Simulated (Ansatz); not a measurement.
# C₃H₅Cl₂Ga: up Jacob's ladder to CCSD(T)

One table from this session's results is given with a row withheld; the runs are named, their logs left out.

Program: Ansatz 0.2.0, Gaussian basis. Level of theory: functionals in def2-TZVPP, the program's frozen cores in correlated methods. These are calculated values, not measurements.

Plan: LDA (SPW92), PBE-D4, revPBE-D4, BLYP-D4, r2SCAN-D4, B97M-V, PBE0-D4, B3LYP-D4, r2SCANh-D4, r2SCAN0-D4, HSE06-D4, BHLYP-D4, CAM-B3LYP-D4, LC-ωPBE, ωB97X-V, ωB97M-V, B2PLYP, PBE-QIDH; CCSD(T)/def2-SVP; CCSD(T)/def2-TZVPP; MP2/def2-QZVPP; extrapolation to the limit; RPA on PBE.

**Structure used throughout**

An earlier PBE0-D4 in a triple-zeta def2 set relaxation fixed the geometry.

SMILES `C=C[CH2][Ga]([Cl])[Cl]`, 11 atoms, charge 0, spin multiplicity 1.

Atoms are counted from 1 here; the program's logs count them from 0.

Bond lengths: C1–C2 1.326 Å, C1–H7 1.083 Å, C1–H8 1.089 Å, C2–C3 1.495 Å, C2–H9 1.089 Å, C3–Ga4 1.959 Å, C3–H10 1.094 Å, C3–H11 1.095 Å, Ga4–Cl5 2.138 Å, Ga4–Cl6 2.139 Å. Angles: C2–C1–H7 121.5°, C2–C1–H8 122.6°, H7–C1–H8 115.8°, C1–C2–C3 126.5°, C1–C2–H9 118.1°, C3–C2–H9 115.4°, C2–C3–Ga4 112.3°, C2–C3–H10 110.6°, C2–C3–H11 110.6°, Ga4–C3–H10 107.4°, Ga4–C3–H11 109.1°, H10–C3–H11 106.7°, C3–Ga4–Cl5 122.2°, C3–Ga4–Cl6 124.1°, Cl5–Ga4–Cl6 113.7°.

The first run:

in.yaml

```yaml
crystal:
  periodic: [false, false, false]
  atoms:
    - {symbol: C, position_ang: [-0.775679, -0.443522, -1.395330]}
    - {symbol: C, position_ang: [-0.220806, -1.130593, -0.406881]}
    - {symbol: C, position_ang: [0.322348, -0.572570, 0.869868]}
    - {symbol: Ga, position_ang: [0.554497, 1.371308, 0.793822]}
    - {symbol: Cl, position_ang: [2.453065, 2.278411, 0.414438]}
    - {symbol: Cl, position_ang: [-1.025809, 2.781268, 1.093714]}
    - {symbol: H, position_ang: [-1.156020, -0.934448, -2.282976]}
    - {symbol: H, position_ang: [-0.897308, 0.638275, -1.361988]}
    - {symbol: H, position_ang: [-0.152604, -2.212861, -0.509241]}
    - {symbol: H, position_ang: [1.299124, -1.010282, 1.095727]}
    - {symbol: H, position_ang: [-0.335310, -0.821987, 1.709446]}
basis:
  gaussian: {orbitals: def2-TZVPP}
hamiltonian: {xc: lda}
output: {orbitals: {seedname: orbitals}}
```

On the command line:

```bash
ansatz run in.yaml --threads 2 --pin off --events-out ev --progress --plain --max-ram 32768MiB --backend cuda --devices 0, --max-vram 18GiB
```

Steps of the session up to this table: LDA; PBE-D4 (GGA); revPBE-D4 (GGA); BLYP-D4 (GGA); r2SCAN-D4 (meta-GGA); B97M-V (meta-GGA); PBE0-D4 (hybrid); B3LYP-D4 (hybrid); r2SCANh-D4 (hybrid); r2SCAN0-D4 (hybrid); HSE06-D4 (hybrid); BHLYP-D4 (hybrid); CAM-B3LYP-D4 (range-separated); LC-ωPBE (range-separated); ωB97X-V (range-separated); ωB97M-V (range-separated); B2PLYP (double hybrid); PBE-QIDH (double hybrid).

One table of the session follows, with a row left open; its other results are not shown here.

It belongs to the step «Orbital energies across the functionals». 

| functional | HOMO (eV) | gap (eV) |
| --- | --- | --- |
| LDA (SPW92) | -7.04 | 4.68 |
| PBE-D4 | -6.86 | 4.84 |
| revPBE-D4 | -6.80 | 4.92 |
| BLYP-D4 | -6.70 | 4.77 |
| r2SCAN-D4 | -7.08 | 5.28 |
| B97M-V | -7.08 | 5.15 |
| PBE0-D4 | -8.01 | 6.78 |
| B3LYP-D4 | ? | ? |
| r2SCANh-D4 | -7.51 | 6.00 |
| r2SCAN0-D4 | -8.16 | 7.06 |
| HSE06-D4 | -7.60 | 6.01 |
| BHLYP-D4 | -8.99 | 8.58 |
| CAM-B3LYP-D4 | -9.34 | 9.06 |
| LC-ωPBE | -10.75 | 11.64 |
| ωB97X-V | -10.35 | 11.10 |
| ωB97M-V | -10.24 | 10.79 |

**Question.** Estimate the row for B3LYP-D4.

Worked estimate for «HOMO (eV)». Against the share of exact exchange, BLYP-D4 (0, -6.70), BHLYP-D4 (0.5, -8.99) give a slope of -4.58 per unit share; at 0.2 the line stands at -7.62.

The run gave: HOMO (eV): -7.78; gap (eV): 6.31. In «HOMO (eV)» the line misses by +0.16.
